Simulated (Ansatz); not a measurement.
**B2PLYP/def2-SVPD run of C2HBF2 (SMILES C#CB(F)F)**

Aim: the electronic atomisation energy of C2HBF2 at B2PLYP/def2-SVPD, from 5 runs. 

The calculation is run with Ansatz 0.2.0.

36 further runs of the same task are left out: 36 set aside as unsound or not needed.

**1. The system as given**

C2HBF2: 6 atoms, total charge 0, spin state singlet. SMILES: `C#CB(F)F`. The coordinates come from a PBE0-D4/def2-TZVP relaxation.

Bond lengths: C1–C2 1.203 Å, C2–B3 1.521 Å, B3–F4 1.316 Å, B3–F5 1.316 Å, C1–H6 1.066 Å. Angles: C1–C2–B3 180.0°, C2–B3–F4 121.1°, C2–B3–F5 121.1°, F4–B3–F5 117.8°, C2–C1–H6 180.0°.

**2. The energy at B2PLYP/def2-SVPD**

File input.yaml:

```yaml
crystal:
  periodic: [false, false, false]
  atoms:
    - {symbol: C, position_ang: [-0.883700, 0.450800, 1.253400]}
    - {symbol: C, position_ang: [-0.218600, 0.106200, 0.311700]}
    - {symbol: B, position_ang: [0.622000, -0.329200, -0.878400]}
    - {symbol: F, position_ang: [0.153600, -1.179500, -1.766600]}
    - {symbol: F, position_ang: [1.841700, 0.131700, -1.054100]}
    - {symbol: H, position_ang: [-1.473000, 0.756000, 2.087900]}
basis:
  gaussian: {orbitals: def2-SVPD}
hamiltonian: {xc: {name: B2PLYP}}
correlation: {frozen_orbitals: {B: 1, C: 1, F: 1, H: 0}}
accuracy: high
output: {orbitals: {seedname: orbitals}}
```

The run is started by

```console
$ ansatz run input.yaml --threads 1 --pin off --max-ram 3480MiB --events-out events.jsonl --progress --plain --runs-dir runs
```

The log of the run:

```text
Warning: RAYON_NUM_THREADS=1 ignored (pool sized by the plan → 1); use --threads N
Functional definition: B2PLYP
  name "B2PLYP"
  parameter a = 0.53
  parameter c = 0.27
  exchange = (1 - a)*b88_x + a*exact_x
  correlation = (1 - c)*lyp_c + c*(mp2_os + mp2_ss)
2205 factors; integrals over basis functions are off by at most 3.2e-9 eV
mean field evaluation 1: about -8179.3391 eV, gradient 4.1e1 eV
mean field evaluation 2: about -8179.7202 eV, gradient 4.1e1 eV
mean field evaluation 4: about -8182.8791 eV, gradient 3.5e0 eV
mean field evaluation 8: about -8182.9211 eV, gradient 3.7e-1 eV
mean field evaluation 16: about -8182.9214 eV, gradient 3.2e-4 eV
mean field -8182.92144959 eV, -300.7168166890 hartree, gradient 9.1e-8 eV, S^2 0.000000; 0 other end points of the search recorded, 0 dependent functions left out
5 core orbitals not correlated: weight in the atoms' cores, before any rotation towards them, 1.000 or more for the frozen orbitals, at most 0.000 for the correlated occupied ones
reference -8182.92147387 eV, -300.7168175812 hartree; 13, 13 occupied and 96, 96 virtual orbitals, 2205 factors
second order -23.93308008 eV of doubles, -0.00000000 eV of singles
Total energy: -8189.38340549 eV, -300.9542891882 hartree
```

Wall time 15 s (1 thread of Arm Neoverse V1, shared host); peak memory 0.38 GiB.

**3. The B atom, same level**

File run.yaml:

```yaml
crystal:
  periodic: [false, false, false]
  atoms:
    - {symbol: B, position_ang: [0.000000, 0.000000, 0.000000]}
basis:
  gaussian: {orbitals: def2-SVPD}
accuracy: high
correlation: {frozen_orbitals: {B: 1}}
hamiltonian: {xc: {name: B2PLYP}}
magnetization: {spin_polarized: true, initial_magnetization: 1}
```

Run the same way, it converges to -24.60401 Eh (log not shown).

**4. The C atom**

File run.yaml:

```yaml
crystal:
  periodic: [false, false, false]
  atoms:
    - {symbol: C, position_ang: [0.000000, 0.000000, 0.000000]}
basis:
  gaussian:
    orbitals: def2-SVPD
magnetization:
  spin_polarized: true
  initial_magnetization: 2
hamiltonian:
  xc: {name: B2PLYP}
correlation:
  frozen_orbitals: {C: 1}
accuracy: high
```

The run is started by

```console
$ ansatz run run.yaml --threads 1 --pin off --max-ram 3480MiB --events-out events.jsonl --progress --plain --runs-dir runs
```

The log of the run, cut to the lines that bear on the results:

```text
Warning: RAYON_NUM_THREADS=1 ignored (pool sized by the plan → 1); use --threads N
[... 2 set-up lines as earlier in the session ...]
[...]
163 factors; integrals over basis functions are off by at most 3.2e-9 eV
[...]
mean field -1027.50193479 eV, -37.7599996378 hartree, gradient 4.7e-9 eV, S^2 2.005793; 0 other end points of the search recorded, 0 dependent functions left out
1 core orbitals not correlated: weight in the atoms' cores, before any rotation towards them, 1.000 or more for the frozen orbitals, at most 0.000 for the correlated occupied ones
reference -1027.50195066 eV, -37.7600002209 hartree; 3, 1 occupied and 16, 18 virtual orbitals, 163 factors
second order -1.82152001 eV of doubles, -0.00000000 eV of singles
Total energy: -1027.99376106 eV, -37.7780739199 hartree
```

Wall time 0.36 s (1 thread of Arm Neoverse V1, shared host).

**5. The F atom, same level**

File molecule.yaml:

```yaml
crystal:
  periodic: [false, false, false]
  atoms:
    - {symbol: F, position_ang: [0.000000, 0.000000, 0.000000]}
basis:
  gaussian:
    orbitals: def2-SVPD
magnetization:
  spin_polarized: true
  initial_magnetization: 1
hamiltonian:
  xc: {name: B2PLYP}
correlation:
  frozen_orbitals: {F: 1}
accuracy: high
```

The run is started by

```console
$ ansatz run molecule.yaml --threads 1 --pin off --max-ram 3480MiB --events-out events.jsonl --progress --plain --runs-dir runs
```

The log of the run, cut to the lines that bear on the results:

```text
Warning: RAYON_NUM_THREADS=1 ignored (pool sized by the plan → 1); use --threads N
[... 2 set-up lines as earlier in the session ...]
[...]
194 factors; integrals over basis functions are off by at most 1.8e-9 eV
[...]
mean field -2708.57569397 eV, -99.5383208148 hartree, gradient 1.8e-8 eV, S^2 0.752219; 0 other end points of the search recorded, 0 dependent functions left out
1 core orbitals not correlated: weight in the atoms' cores, before any rotation towards them, 1.000 or more for the frozen orbitals, at most 0.000 for the correlated occupied ones
reference -2708.57570926 eV, -99.5383213769 hartree; 4, 3 occupied and 18, 19 virtual orbitals, 194 factors
second order -4.66138367 eV of doubles, -0.00000000 eV of singles
Total energy: -2709.83428285 eV, -99.5845731032 hartree
```

Wall time 0.42 s (1 thread of Arm Neoverse V1, shared host).

**6. The H atom, same level**

File job.yaml:

```yaml
basis:
  gaussian:
    orbitals: def2-SVPD
crystal:
  periodic: [false, false, false]
  atoms:
    - {symbol: H, position_ang: [0.000000, 0.000000, 0.000000]}
magnetization:
  spin_polarized: true
  initial_magnetization: 1
hamiltonian:
  xc: {name: B2PLYP}
correlation:
  frozen_orbitals: {H: 0}
accuracy: high
```

The run is started by

```console
$ ansatz run job.yaml --threads 1 --pin off --max-ram 3480MiB --events-out events.jsonl --progress --plain --runs-dir runs
```

The log of the run, cut to the lines that bear on the results:

```text
Warning: RAYON_NUM_THREADS=1 ignored (pool sized by the plan → 1); use --threads N
[... 6 set-up lines as earlier in the session ...]
33 factors; integrals over basis functions are off by at most 2.1e-9 eV
mean field evaluation 1: about -13.5391 eV, gradient 8.8e-1 eV
mean field evaluation 2: about -13.5391 eV, gradient 8.8e-1 eV
mean field evaluation 4: about -13.5492 eV, gradient 3.4e-5 eV
mean field evaluation 8: about -13.5492 eV, gradient 3.3e-11 eV
mean field -13.54924563 eV, -0.4979255927 hartree, gradient 3.3e-11 eV, S^2 0.750000; 0 other end points of the search recorded, 0 dependent functions left out
reference -13.54925786 eV, -0.4979260423 hartree; 1, 0 occupied and 7, 8 virtual orbitals, 33 factors
second order 0.00000000 eV of doubles, -0.00000000 eV of singles
Total energy: -13.54925786 eV, -0.4979260423 hartree
```

It took 0.12 s on 1 thread of Arm Neoverse V1, shared host.

**7. Outcome**

Level: B2PLYP/def2-SVPD, 5 core orbitals frozen.

| quantity | value |
| --- | --- |
| molecule: total energy | -300.95429 Eh |
| molecule: HOMO energy (SCF part's orbitals) | -10.04 eV |
| molecule: LUMO energy (SCF part's orbitals) | -0.17 eV |
| molecule: HOMO–LUMO gap (SCF part's orbitals) | 9.87 eV |
| B atom: total energy | -24.60401 Eh |
| B atom: ⟨S²⟩ | 0.755 |
| C atom: total energy | -37.77807 Eh |
| C atom: ⟨S²⟩ | 2.006 |
| F atom: total energy | -99.58457 Eh |
| F atom: ⟨S²⟩ | 0.752 |
| H atom: total energy | -0.49793 Eh |
| H atom: ⟨S²⟩ | 0.750 |
| electronic atomisation energy | 30.669 eV |

In words: Taking the molecule apart into free atoms costs 30.67 eV (2959 kJ/mol), before zero-point energy and without spin-orbit coupling.
